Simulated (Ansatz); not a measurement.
# Be3ZnSe4: the cost of one run

Method: DFT PBE, scalar-relativistic, plane waves, PAW, in Ansatz 0.2.0.

**1. The system as given**

The structure is tetragonal, space group I-42m (No. 121). Conventional cell: a = 5.306 Å, b = 5.306 Å, c = 10.613 Å, α = 90.00°, β = 90.00°, γ = 90.00°. Be (site symmetry -4) has 4 Se at 2.30 Å as nearest neighbours. Be (site symmetry -42m) has 4 Se at 2.30 Å as nearest neighbours. Zn (site symmetry -42m) is surrounded by 4 Se at 2.30 Å. Around Se (site symmetry m) lie 3 Be at 2.30 Å and 1 Zn at 2.30 Å.

As a file:

```cif
data_structure
_symmetry_space_group_name_H-M 'P 1'
_symmetry_Int_Tables_number 1
_cell_length_a 6.4990
_cell_length_b 6.4990
_cell_length_c 6.4990
_cell_angle_alpha 131.810
_cell_angle_beta 131.810
_cell_angle_gamma 70.529
_cell_volume 149.42
loop_
_atom_site_label
_atom_site_type_symbol
_atom_site_fract_x
_atom_site_fract_y
_atom_site_fract_z
_atom_site_occupancy
Be1 Be 0.75000 0.25000 0.50000 1
Be2 Be 0.25000 0.75000 0.50000 1
Be3 Be 0.50000 0.50000 0.00000 1
Zn1 Zn 0.00000 0.00000 0.00000 1
Se1 Se 0.37500 0.87500 0.00000 1
Se2 Se 0.87500 0.37500 0.00000 1
Se3 Se 0.62500 0.62500 0.50000 1
Se4 Se 0.12500 0.12500 0.50000 1
```

The start is an ordering of an alloy on its end members' structure types: elements ordered on the sites of the BeSe type, Be/Zn on Be (I-42m, No. 121).

**2. The guess as it stands, on a coarse mesh**

Contents of input.yaml:

```yaml
crystal:
  lattice:
    - [-2.65320479, 2.65320479, 5.30640957]
    - [2.65320479, -2.65320479, 5.30640957]
    - [2.65320479, 2.65320479, -5.30640957]
  atoms:
    - { symbol: Be, position: [0.75, 0.25, 0.5] }
    - { symbol: Be, position: [0.25, 0.75, 0.5] }
    - { symbol: Be, position: [0.5, 0.5, 0.0] }
    - { symbol: Zn, position: [0.0, 0.0, 0.0] }
    - { symbol: Se, position: [0.375, 0.875, 0.0] }
    - { symbol: Se, position: [0.875, 0.375, 0.0] }
    - { symbol: Se, position: [0.625, 0.625, 0.5] }
    - { symbol: Se, position: [0.125, 0.125, 0.5] }
basis:
  ecutwfc: 420
kpoints:
  mp_grid: { grid: [4, 4, 4] }
hamiltonian:
  xc: pbe
scf:
  occupations: { method: gaussian, width: 0.1 }
  lower_state_search: "off"
output:
  forces: true
  stress: true
  eigenvalues: true
```

Run with:

```sh
ansatz run input.yaml --threads 1 --pin off --max-ram 2560MiB --backend cpu --events-out ev --progress --plain --runs-dir out
```

**Question.** How long does this run take on 1 thread of Arm Neoverse V1, shared host, and how much memory does it need?

About 9.5 s, with a peak of 0.4 GiB.
